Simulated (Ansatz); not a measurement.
Crystal: NiMoIrPdW.

```
Ni Mo Pd Ir W
1.0
     4.11705    0.00000    0.00000
    -2.05853    3.56547    0.00000
     0.00000    0.00000    5.44580
Ni Mo Pd Ir W
1 1 1 1 1
Direct
  0.00000 0.00000 0.95775
  0.66667 0.33333 0.96161
  0.66667 0.33333 0.46295
  0.33333 0.66667 0.72572
  0.33333 0.66667 0.23642
```

The cell was built by a generator and needn't be a form met in nature.

Base run:

| Item | Value |
| --- | --- |
| Program | Ansatz 0.2.0 |
| Functional | RPBE |
| Potentials or basis | Ansatz PAW |
| Cutoff | 420 eV (not typed: the program's choice for these potentials) |
| k mesh | 8 × 8 × 5 |
| Occupations | fermi-dirac, width 0.05 eV |
| Spin | collinear spin, ferromagnetic start |
| Starting moments | [1.0, 1.0, 0.0, 0.6, 0.0] μB |

Its results: band gap on the k mesh none (metal or under the smearing width); pressure 3.7 GPa; net moment 0.00 μB per cell; largest force 0.071 eV/Å.

**Question.** The run is repeated on the same cell with these changes: functional from RPBE to PBE; potentials or basis from Ansatz PAW to SPMS NC; cutoff from 420 eV (not typed: the program's choice for these potentials) to 925 eV (not typed: the program's choice for these potentials). What comes out?

**Answer.** Band gap on the k mesh none (metal or under the smearing width); pressure 0.1 GPa; net moment 0.00 μB per cell; largest force 0.036 eV/Å.

Caveats: the starting moments weren't kept; spin-orbit coupling is left out, which moves the levels of the heavy elements (some runs); the PAW data sets come from PBE, with cores solved anew for the run's functional, which leaves a small shift of forces and pressure (some runs).
